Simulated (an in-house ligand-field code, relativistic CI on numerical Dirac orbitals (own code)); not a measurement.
**d7 in a ligand field: terms for several parameter sets**

Which terms of d7 lie lowest for given Racah parameters, spin-orbit constant and ligand field?

Program: an in-house ligand-field code version 1. Level of theory: parametric ligand-field model of a d^n configuration (Racah B and C, spin-orbit zeta, crystal field), exact diagonalisation. These are calculated values, not measurements, unless marked.

### Step 1. What is computed

* shell: d7
* set 1 (cm⁻¹): B = 630, C = 2380, ζ = 450, Td, 10Dq = -13050
* set 2 (cm⁻¹): B = 1040, C = 4350, ζ = 880, Td, 10Dq = -6100
* set 3 (cm⁻¹): B = 1010, C = 5060, ζ = 590, Oh, 10Dq = 36950
* set 4 (cm⁻¹): B = 510, C = 2450, ζ = 3300, Oh, 10Dq = 28150
* set 5 (cm⁻¹): B = 990, C = 4890, ζ = 2350, Oh, 10Dq = 17100
* set 6 (cm⁻¹): B = 990, C = 3630, ζ = 360, Td, 10Dq = -3450
* set 7 (cm⁻¹): B = 800, C = 2950, ζ = 180, Oh, 10Dq = 6850
* set 8 (cm⁻¹): B = 310, C = 1270, ζ = 490, Oh, 10Dq = 12250

### Step 2. Set 1

The run's settings:

```ini
n = 7
racah_B = 630  # cm-1
racah_C = 2380  # cm-1
zeta = 450  # cm-1
symmetry = Td
field = {"10Dq": -13050}  # cm-1
```

### Step 3. Set 2

The run's settings:

```ini
n = 7
racah_B = 1040  # cm-1
racah_C = 4350  # cm-1
zeta = 880  # cm-1
symmetry = Td
field = {"10Dq": -6100}  # cm-1
```

### Step 4. Set 3

The run's settings:

```ini
n = 7
racah_B = 1010  # cm-1
racah_C = 5060  # cm-1
zeta = 590  # cm-1
symmetry = Oh
field = {"10Dq": 36950}  # cm-1
```

### Step 5. Set 4

The run's settings:

```ini
n = 7
racah_B = 510  # cm-1
racah_C = 2450  # cm-1
zeta = 3300  # cm-1
symmetry = Oh
field = {"10Dq": 28150}  # cm-1
```

### Step 6. Set 5

The run's settings:

```ini
n = 7
racah_B = 990  # cm-1
racah_C = 4890  # cm-1
zeta = 2350  # cm-1
symmetry = Oh
field = {"10Dq": 17100}  # cm-1
```

### Step 7. Set 6

The run's settings:

```ini
n = 7
racah_B = 990  # cm-1
racah_C = 3630  # cm-1
zeta = 360  # cm-1
symmetry = Td
field = {"10Dq": -3450}  # cm-1
```

### Step 8. Set 7

The run's settings:

```ini
n = 7
racah_B = 800  # cm-1
racah_C = 2950  # cm-1
zeta = 180  # cm-1
symmetry = Oh
field = {"10Dq": 6850}  # cm-1
```

### Step 9. Set 8

The run's settings:

```ini
n = 7
racah_B = 310  # cm-1
racah_C = 1270  # cm-1
zeta = 490  # cm-1
symmetry = Oh
field = {"10Dq": 12250}  # cm-1
```

(Steps that only read results are left out.)

Before running it: what results should come out? Wanted: lowest spin-orbit levels; sets at their largest spin, of those that allow S over 1.

**Answer**, as computed:

| set | 10Dq/B (size) | lowest | S | electrons in z² and x²-y² | next level (cm⁻¹) |
| --- | --- | --- | --- | --- | --- |
| 1: Td | 20.7 | G8 | 1.50 | 4.00 | G8 11440 |
| 2: Td | 5.9 | G8 | 1.50 | 3.97 | G8 5753 |
| 3: Oh | 36.6 | G8 | 0.50 | 1.03 | G6 12884 |
| 4: Oh | 55.2 | G8 | 0.58 | 1.09 | G6 14261 |
| 5: Oh | 17.3 | G6 | 1.49 | 2.08 | G8 1069 |
| 6: Td | 3.5 | G8 | 1.50 | 3.98 | G8 3330 |
| 7: Oh | 8.6 | G6 | 1.50 | 2.09 | G8 125 |
| 8: Oh | 39.5 | G8 | 0.52 | 1.03 | G6 5627 |

| quantity | value |
| --- | --- |
| lowest spin-orbit levels | 1: G8, 2: G8, 3: G8, 4: G8, 5: G6, 6: G8, 7: G6, 8: G8 |
| sets at their largest spin, of those that allow S over 1 | 1, 2, 5, 6, 7 |

In words: 5 of 8 sets have the highest spin that their shell allows, S = 3/2. A negative 10Dq stands for a tetrahedral field. With spin-orbit coupling the labels are those of spin-orbit levels, not of terms, and S is an average from the expectation value of its square. B, C and the field are free parameters here, not those of a compound.
